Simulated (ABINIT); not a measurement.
TaAs, 4 atoms in the cell. The structure is tetragonal, space group I4_1md (No. 109). The conventional cell has a = 3.444 Å, b = 3.444 Å, c = 11.736 Å, α = 90.00°, β = 90.00°, γ = 90.00°. Ta (site symmetry 2mm) is surrounded by 6 As at 2.61 to 2.62 Å. Around As (site symmetry 2mm) lie 6 Ta at 2.61 to 2.62 Å. The cell is a database's computed one.

| Quantity | Value |
| --- | --- |
| Program | ABINIT 10.8.3 (patched build) |
| Task | single point |
| Functional | PBE |
| Potentials or basis | JTH PAW PBE v2.0 |
| Cutoff | 517 eV |
| k mesh | 11 × 11 × 11 |
| Occupations | fermi-dirac, width 0.05 eV |
| Spin | no spin polarisation |
| Fine-grid cutoff | 1034.03 eV |
| Exchange and correlation inside the PAW spheres | full angular mesh (pawxcdev 0, this build's default; the released program takes 1) |

Potentials or basis: JTH PAW PBE v2.0.

Command:

```sh
$ abinit run.abi > log 2>&1
```

Hardware: 1 thread of Arm Neoverse V1, on a shared host.

**Question.** Estimate the wall time of this run.

**Answer.** It took 15 min on 1 thread of Arm Neoverse V1, with other jobs on the host, peak memory 0.44 GiB. Counts: scf iterations 18, mpi ranks 1, k points 126, bands 34, plane waves 1883.
